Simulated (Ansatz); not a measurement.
# GaH2− (triplet): trial inputs and their diagnosis

4 inputs are run for GaH2− (triplet) as typed; the log has to tell whether the result can be used and what must change.

The runs use Ansatz 0.2.0, Gaussian basis; the settings change from run to run.

33 further runs of the same task are left out: 6 for a known fault of the program, 11 that didn't finish, 16 set aside as unsound or not needed.

## (1) What is computed

The geometry is a PBE0/def2-TZVP stationary point (not a proven minimum) of the parent state, kept for this charge and spin. No spin-orbit coupling is included. The filled d shell of Ga may be among the frozen orbitals whatever the setting's name suggests; the logs give the count.

3 atoms, charge -1, spin multiplicity 3.

Atoms are counted from 1 here; the program's logs count them from 0.

Bond lengths: Ga1–H2 1.593 Å, Ga1–H3 1.593 Å. Angles: H2–Ga1–H3 120.5°.

## (2) Attempt 1

in.yaml reads:

```yaml
crystal:
  periodic: [false, false, false]
  atoms:
    - {symbol: Ga, position_ang: [0.000000, -0.022229, 0.000000]}
    - {symbol: H, position_ang: [0.000000, 0.768845, -1.383112]}
    - {symbol: H, position_ang: [0.000000, 0.768845, 1.383112]}
basis:
  gaussian: {orbitals: STO-3G}
total_charge: -1
magnetization: {spin_polarized: false, initial_magnetization: 2}
correlation: {method: fic_mrcisd_q, electrons: outside_noble_gas, active_space: {window: {electrons: 2, orbitals: 3}, states: [{multiplicity: 3, weights: [0.5, 1, 1]}]}}
```

On the command line:

```
$ ansatz run in.yaml --threads 1 --pin off --events-out ev --progress --plain --max-ram 2393MiB
```

Output:

```text
Functional definition: HF
  name "HF"
  cite "Fock, Z. Phys. 61, 126 (1930) doi:10.1007/BF01340294"
  parent pbe
  exchange = exact_x
  correlation = 0
227 factors; integrals over basis functions are off by at most 3.7e-8 eV
mean field evaluation 1: about -51753.6709 eV, gradient 1.5e1 eV
mean field evaluation 2: about -51753.6777 eV, gradient 1.5e1 eV
mean field evaluation 4: about -51748.4242 eV, gradient 1.6e1 eV
mean field evaluation 8: about -51755.5080 eV, gradient 5.1e0 eV
mean field evaluation 16: about -51755.8789 eV, gradient 8.3e-7 eV
mean field evaluation 32: about -51755.8664 eV, gradient 1.4e0 eV
mean field evaluation 64: about -51755.8069 eV, gradient 3.8e-1 eV
mean field evaluation 96: about -51755.8784 eV, gradient 3.0e-2 eV
mean field evaluation 128: about -51755.7575 eV, gradient 2.6e-6 eV
mean field evaluation 160: about -51755.5166 eV, gradient 5.0e0 eV
mean field -51755.87886544 eV, -1901.9934669103 hartree, gradient 8.2e-7 eV, S^2 2.000000; 20 other end points of the search recorded, 0 dependent functions left out
[... 1 line left out ...]
state -51752.75456469 eV, -1901.8786509753 hartree
state -51744.78992154 eV, -1901.5859557383 hartree
state -51741.29157393 eV, -1901.4573938350 hartree
contracted CI cycle   1: correlation 0.00000000 eV, 0.0000000000 hartree, residual 7.59e0 eV
contracted CI cycle   2: correlation -3.04037920 eV, -0.1117318747 hartree, residual 3.27e0 eV
contracted CI cycle   3: correlation -3.62525010 eV, -0.1332254839 hartree, residual 1.31e0 eV
contracted CI cycle   4: correlation -3.70583723 eV, -0.1361870064 hartree, residual 4.36e-1 eV
contracted CI cycle   5: correlation -3.71464628 eV, -0.1365107331 hartree, residual 1.98e-1 eV
contracted CI cycle   6: correlation -3.71616589 eV, -0.1365665774 hartree, residual 5.52e-2 eV
contracted CI cycle   7: correlation -3.71627473 eV, -0.1365705773 hartree, residual 1.43e-2 eV
contracted CI cycle   8: correlation -3.71628145 eV, -0.1365708244 hartree, residual 4.92e-3 eV
contracted CI cycle   9: correlation -3.71628248 eV, -0.1365708621 hartree, residual 1.58e-3 eV
contracted CI cycle  10: correlation -3.71628258 eV, -0.1365708658 hartree, residual 4.38e-4 eV
contracted CI cycle  11: correlation -3.71628258 eV, -0.1365708660 hartree, residual 9.74e-5 eV
state -51752.75456469 eV, -1901.8786509753 hartree; corrected -51758.22330878 eV, -1902.0796236140 hartree
contracted CI cycle   1: correlation 0.00000000 eV, 0.0000000000 hartree, residual 6.61e0 eV
contracted CI cycle   2: correlation -3.09807721 eV, -0.1138522374 hartree, residual 3.61e0 eV
contracted CI cycle   3: correlation -4.23032426 eV, -0.1554615492 hartree, residual 2.99e0 eV
contracted CI cycle   4: correlation -3.33793558 eV, -0.1226668701 hartree, residual 3.06e0 eV
contracted CI cycle   5: correlation -3.67498042 eV, -0.1350530394 hartree, residual 8.33e-1 eV
contracted CI cycle   6: correlation -3.70486379 eV, -0.1361512331 hartree, residual 2.86e-1 eV
contracted CI cycle   7: correlation -3.71103534 eV, -0.1363780335 hartree, residual 2.02e-1 eV
contracted CI cycle   8: correlation -3.70245965 eV, -0.1360628826 hartree, residual 5.54e-1 eV
contracted CI cycle   9: correlation -3.71076897 eV, -0.1363682445 hartree, residual 1.29e-1 eV
contracted CI cycle  10: correlation -3.71153894 eV, -0.1363965402 hartree, residual 3.67e-2 eV
contracted CI cycle  11: correlation -3.71159709 eV, -0.1363986772 hartree, residual 1.61e-2 eV
contracted CI cycle  12: correlation -3.71162110 eV, -0.1363995594 hartree, residual 2.07e-2 eV
contracted CI cycle  13: correlation -3.71160086 eV, -0.1363988157 hartree, residual 9.34e-3 eV
contracted CI cycle  14: correlation -3.71160431 eV, -0.1363989425 hartree, residual 1.90e-3 eV
contracted CI cycle  15: correlation -3.71160446 eV, -0.1363989482 hartree, residual 6.48e-4 eV
contracted CI cycle  16: correlation -3.71160450 eV, -0.1363989494 hartree, residual 5.57e-4 eV
contracted CI cycle  17: correlation -3.71160447 eV, -0.1363989486 hartree, residual 4.25e-4 eV
[... 258 lines left out ...]
contracted CI cycle 256: correlation -6.62326554 eV, -0.2434005190 hartree, residual 1.89e0 eV
contracted CI cycle 257: correlation 7.78165709 eV, 0.2859706235 hartree, residual 8.01e0 eV
contracted CI cycle 258: correlation -6.62326554 eV, -0.2434005190 hartree, residual 1.89e0 eV
contracted CI cycle 259: correlation 7.78165709 eV, 0.2859706235 hartree, residual 8.01e0 eV
contracted CI cycle 260: correlation -6.62326554 eV, -0.2434005190 hartree, residual 1.89e0 eV
contracted CI cycle 261: correlation 7.78165709 eV, 0.2859706235 hartree, residual 8.01e0 eV
contracted CI cycle 262: correlation -6.62326554 eV, -0.2434005190 hartree, residual 1.89e0 eV
contracted CI cycle 263: correlation 7.78165709 eV, 0.2859706235 hartree, residual 8.01e0 eV
contracted CI cycle 264: correlation -6.62326554 eV, -0.2434005190 hartree, residual 1.89e0 eV
contracted CI cycle 265: correlation 7.78165709 eV, 0.2859706235 hartree, residual 8.01e0 eV
contracted CI cycle 266: correlation -6.62326554 eV, -0.2434005190 hartree, residual 1.89e0 eV
contracted CI cycle 267: correlation 7.78165709 eV, 0.2859706235 hartree, residual 8.01e0 eV
contracted CI cycle 268: correlation -6.62326554 eV, -0.2434005190 hartree, residual 1.89e0 eV
contracted CI cycle 269: correlation 7.78165709 eV, 0.2859706235 hartree, residual 8.01e0 eV
contracted CI cycle 270: correlation -6.62326554 eV, -0.2434005190 hartree, residual 1.89e0 eV
contracted CI cycle 271: correlation 7.78165709 eV, 0.2859706235 hartree, residual 8.01e0 eV
contracted CI cycle 272: correlation -6.62326554 eV, -0.2434005190 hartree, residual 1.89e0 eV
contracted CI cycle 273: correlation 7.78165709 eV, 0.2859706235 hartree, residual 8.01e0 eV
contracted CI cycle 274: correlation -6.62326554 eV, -0.2434005190 hartree, residual 1.89e0 eV
contracted CI cycle 275: correlation 7.78165709 eV, 0.2859706235 hartree, residual 8.01e0 eV
contracted CI cycle 276: correlation -6.62326554 eV, -0.2434005190 hartree, residual 1.89e0 eV
contracted CI cycle 277: correlation 7.78165709 eV, 0.2859706235 hartree, residual 8.01e0 eV
contracted CI cycle 278: correlation -6.62326554 eV, -0.2434005190 hartree, residual 1.89e0 eV
contracted CI cycle 279: correlation 7.78165709 eV, 0.2859706235 hartree, residual 8.01e0 eV
contracted CI cycle 280: correlation -6.62326554 eV, -0.2434005190 hartree, residual 1.89e0 eV
contracted CI cycle 281: correlation 7.78165709 eV, 0.2859706235 hartree, residual 8.01e0 eV
contracted CI cycle 282: correlation -6.62326554 eV, -0.2434005190 hartree, residual 1.89e0 eV
contracted CI cycle 283: correlation 7.78165709 eV, 0.2859706235 hartree, residual 8.01e0 eV
contracted CI cycle 284: correlation -6.62326554 eV, -0.2434005190 hartree, residual 1.89e0 eV
contracted CI cycle 285: correlation 7.78165709 eV, 0.2859706235 hartree, residual 8.01e0 eV
contracted CI cycle 286: correlation -6.62326554 eV, -0.2434005190 hartree, residual 1.89e0 eV
contracted CI cycle 287: correlation 7.78165709 eV, 0.2859706235 hartree, residual 8.01e0 eV
contracted CI cycle 288: correlation -6.62326554 eV, -0.2434005190 hartree, residual 1.89e0 eV
contracted CI cycle 289: correlation 7.78165709 eV, 0.2859706235 hartree, residual 8.01e0 eV
contracted CI cycle 290: correlation -6.62326554 eV, -0.2434005190 hartree, residual 1.89e0 eV
contracted CI cycle 291: correlation 7.78165709 eV, 0.2859706235 hartree, residual 8.01e0 eV
contracted CI cycle 292: correlation -6.62326554 eV, -0.2434005190 hartree, residual 1.89e0 eV
contracted CI cycle 293: correlation 7.78165709 eV, 0.2859706235 hartree, residual 8.01e0 eV
contracted CI cycle 294: correlation -6.62326554 eV, -0.2434005190 hartree, residual 1.89e0 eV
contracted CI cycle 295: correlation 7.78165709 eV, 0.2859706235 hartree, residual 8.01e0 eV
contracted CI cycle 296: correlation -6.62326554 eV, -0.2434005190 hartree, residual 1.89e0 eV
contracted CI cycle 297: correlation 7.78165709 eV, 0.2859706235 hartree, residual 8.01e0 eV
contracted CI cycle 298: correlation -6.62326554 eV, -0.2434005190 hartree, residual 1.89e0 eV
contracted CI cycle 299: correlation 7.78165709 eV, 0.2859706235 hartree, residual 8.01e0 eV
contracted CI cycle 300: correlation -6.62326554 eV, -0.2434005190 hartree, residual 1.89e0 eV
state -51741.29157393 eV, -1901.4573938350 hartree; corrected -51757.77239718 eV, -1902.0630529182 hartree
WARN: the results are in doubt because the state at -51741.29157393 eV, -1901.4573938350 hartree has the weight 0.40 in contracted CI; more orbitals belong in the active space
WARN: the results are in doubt because the states' residual is 1.9e0 eV, above 1.4e-3 eV
Total energy: -51754.99054457 eV, -1901.9608217205 hartree
In doubt: the state at -51741.29157393 eV, -1901.4573938350 hartree has the weight 0.40 in contracted CI; more orbitals belong in the active space
In doubt: the states' residual is 1.9e0 eV, above 1.4e-3 eV
```

Run time: 2 s. Hardware: 1 thread of Arm Neoverse V1, shared host.

**Diagnosis.** The run did not converge.

## (3) Attempt 2

in.yaml reads:

```yaml
crystal:
  periodic: [false, false, false]
  atoms:
    - {symbol: Ga, position_ang: [0.000000, -0.022229, 0.000000]}
    - {symbol: H, position_ang: [0.000000, 0.768845, -1.383112]}
    - {symbol: H, position_ang: [0.000000, 0.768845, 1.383112]}
basis:
  gaussian: {orbitals: cc-pVTZ}
total_charge: -1
magnetization: {spin_polarized: false, initial_magnetization: 2}
hamiltonian: {pseudopotentials: {relativity: none}}
correlation: {method: ccsd_t, frozen_orbitals: {Ga: 0}}
```

The command is unchanged.

Output:

```text
Functional definition: HF
  name "HF"
  cite "Fock, Z. Phys. 61, 126 (1930) doi:10.1007/BF01340294"
  parent pbe
  exchange = exact_x
  correlation = 0
Error: "frozen_orbitals" has no count for H
```

Wall time 0.06 s (1 thread of Arm Neoverse V1, shared host).

What is wrong: The run was refused. The frozen-orbital counts are incomplete or too large. Cure: leave frozen_orbitals out, or give each element a count that its core has.

## (4) Attempt 3

in.yaml reads:

```yaml
crystal:
  periodic: [false, false, false]
  atoms:
    - {symbol: Ga, position_ang: [0.000000, -0.022229, 0.000000]}
    - {symbol: H, position_ang: [0.000000, 0.768845, -1.383112]}
    - {symbol: H, position_ang: [0.000000, 0.768845, 1.383112]}
basis:
  gaussian: {orbitals: aug-cc-pVDZ}
total_charge: -1
correlation: {method: sc_nevpt2, electrons: outside_noble_gas, active_space: {window: {electrons: 4, orbitals: 4}}}
magnetization: {spin_polarized: true, initial_magnetization: 2}
```

Launched as before.

Output:

```text
Error: invalid value for `correlation.active_space`: it starts from restricted Hartree–Fock orbitals; set hamiltonian.xc: hf without magnetization.spin_polarized
```

Wall time 0.03 s (1 thread of Arm Neoverse V1, shared host).

Diagnosis: The run was refused. An active space is asked on unrestricted orbitals. Fix: drop spin_polarized: true.

## (5) Attempt 4

in.yaml reads:

```yaml
crystal:
  periodic: [false, false, false]
  atoms:
    - {symbol: Ga, position_ang: [0.050000, 1.068845, -1.383112]}
    - {symbol: H, position_ang: [0.000000, 0.768845, -1.383112]}
    - {symbol: H, position_ang: [0.000000, 0.768845, 1.383112]}
basis:
  gaussian: {orbitals: aug-cc-pVDZ, point_charges: [{charge: -0.50, position_ang: [4.819, 0.314, 0.442]}]}
total_charge: -1
magnetization: {spin_polarized: false, initial_magnetization: 2}
correlation: {active_space: {window: {electrons: 4, orbitals: 8}}}
accuracy: high
```

The command is unchanged.

Output:

```text
Functional definition: HF
  name "HF"
  cite "Fock, Z. Phys. 61, 126 (1930) doi:10.1007/BF01340294"
  parent pbe
  exchange = exact_x
  correlation = 0
938 factors; integrals over basis functions are off by at most 4.3e-9 eV
mean field evaluation 1: about -52078.0629 eV, gradient 2.3e1 eV
mean field evaluation 2: about -52078.4407 eV, gradient 2.3e1 eV
mean field evaluation 4: about -52086.3859 eV, gradient 5.2e0 eV
mean field evaluation 8: about -52086.7016 eV, gradient 4.7e-1 eV
mean field evaluation 16: about -52087.0776 eV, gradient 2.4e-6 eV
mean field evaluation 32: about -52085.6730 eV, gradient 2.1e-1 eV
mean field evaluation 64: about -52083.9315 eV, gradient 5.8e0 eV
mean field evaluation 96: about -52086.6291 eV, gradient 1.5e0 eV
mean field -52087.07760301 eV, -1914.1647960214 hartree, gradient 9.1e-8 eV, S^2 2.000000; 5 other end points of the search recorded, 0 dependent functions left out
reference -52087.07760301 eV, -1914.1647960214 hartree; 18, 16 occupied and 36, 38 virtual orbitals, 938 factors
state -52088.16434116 eV, -1914.2047329117 hartree
Total energy: -52088.16434116 eV, -1914.2047329117 hartree
```

Wall time 13 s (1 thread of Arm Neoverse V1, shared host).

**Diagnosis.** The run converged, which proves nothing about the input. One atom lies on top of another. The shortest distance is 0.30 Å, against 1.59 Å in the geometry of step 1. Its energy belongs to another geometry. Fix: restore its position.

## (6) How the runs ended

```
attempt                    level          ended                                                  cause    time
      1     MRCISD+Q(2,3)/STO-3G  not converged                                            see the log     2 s
      2  CCSD(T) on ROHF/cc-pVTZ        refused  the frozen-orbital counts are incomplete or too large  0.06 s
      3  NEVPT2(4,4)/aug-cc-pVDZ        refused      an active space is asked on unrestricted orbitals  0.03 s
      4  CASSCF(4,8)/aug-cc-pVDZ      converged                        one atom lies on top of another    13 s
```

1 not converged, 2 refused, 1 converged. The input that converges on a wrong geometry or spin is the dangerous one: no error points at it, so geometry and ⟨S²⟩ have to be checked.
